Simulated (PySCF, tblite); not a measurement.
# C₅H₉ClOSi₂: geometry, infrared bands and NMR shifts

What infrared bands and NMR shifts should C₅H₉ClOSi₂ (`O[Si@H]1C=C[Si@H](CCl)C=C1`) show?

Programs: tblite 0.8.0 and PySCF 2.14.0, with density-fitted response routines of our own. Each step states its level of theory. These are calculated values for one molecule in the gas phase, unless marked as measured. Atoms are numbered from 0 throughout.

**1. Starting geometry**

18 atoms, charge 0, multiplicity 1; geometry from: force field or distance geometry start.

Bonds of the start (Å): O0–Si1 1.71, Si1–C2 1.84, C2–C3 1.35, C3–Si4 1.84, Si4–C5 1.86, C5–Cl6 1.79, Si4–C7 1.85, C7–C8 1.33, C8–Si1 1.87, O0–H9 0.99, Si1–H10 1.47, C2–H11 1.08, C3–H12 1.08, Si4–H13 1.48, C5–H14 1.11, C5–H15 1.10, C7–H16 1.09, C8–H17 1.08.

**2. Geometry optimisation with GFN2-xTB**

What the job is given:

```
{"job": {"kind": "relax", "xc": "GFN2-xTB", "basis": "xTB"}, "charge": 0, "multiplicity": 1}
O      3.173500     0.820700    -0.719500
Si     1.493700     0.483800    -0.689800
C      1.077900    -1.177600    -1.354300
C     -0.157700    -1.633900    -1.054400
Si    -1.245800    -0.599900     0.008800
C     -2.056800     0.793900    -0.913400
Cl    -3.562200     1.158000    -0.008400
C     -0.246400     0.145400     1.372400
C      0.964700     0.619200     1.093600
H      3.631100     0.239700    -0.060300
H      0.841600     1.510100    -1.514800
H      1.747900    -1.752800    -1.971500
H     -0.503300    -2.599700    -1.387300
H     -2.281600    -1.510600     0.544000
H     -1.472700     1.737900    -0.909700
H     -2.348700     0.526000    -1.944400
H     -0.653200     0.183500     2.382300
H      1.589300     1.062600     1.850200
```

Launch:

```bash
$ OMP_NUM_THREADS=1 python probes_run.py task.json out
```

The driver reads the jobs from task.json and runs them one after another.

**Question.** This job is followed by: GFN2-xTB harmonic vibrations, gas phase; GIAO PBE0/pcSseg-1 NMR shielding, non-relativistic, gas phase. What will the session give for the following? strongest single infrared mode (GFN2-xTB); zero-point energy (GFN2-xTB); ¹³C shifts against TMS (PBE0/pcSseg-1, means over atoms taken as alike); ¹H shifts against TMS (PBE0/pcSseg-1, means over atoms taken as alike); ¹⁷O shifts against H2O (PBE0/pcSseg-1); ²⁹Si shifts against TMS (PBE0/pcSseg-1); ³⁵Cl shifts against HCl (PBE0/pcSseg-1).

The runs gave:

| quantity | value |
| --- | --- |
| strongest single infrared mode (GFN2-xTB) | 796 cm⁻¹, 347 km/mol |
| zero-point energy (GFN2-xTB) | 76.5 kcal/mol |
| ¹³C shifts against TMS (PBE0/pcSseg-1, means over atoms taken as alike) | 162.5, 155.4, 34.6 ppm |
| ¹H shifts against TMS (PBE0/pcSseg-1, means over atoms taken as alike) | 7.61, 7.54, 5.00, 4.61, 2.89, 1.51 ppm |
| ¹⁷O shifts against H2O (PBE0/pcSseg-1) | 31.0 ppm |
| ²⁹Si shifts against TMS (PBE0/pcSseg-1) | -44.7, -52.9 ppm |
| ³⁵Cl shifts against HCl (PBE0/pcSseg-1) | 18 ppm |

**Reading.** The optimisation took 85 steps and gained 0.504 eV; among the close pairs (by a distance rule), O0–Si1 changed most, from 1.714 to 1.632 Å. No mode is imaginary among the 48: a minimum at this level. The strongest single mode, at 796 cm⁻¹, moves mainly H9. GFN2-xTB is a fitted tight-binding method: band positions and strengths are rough. Its intensities can rank the bands wrongly.
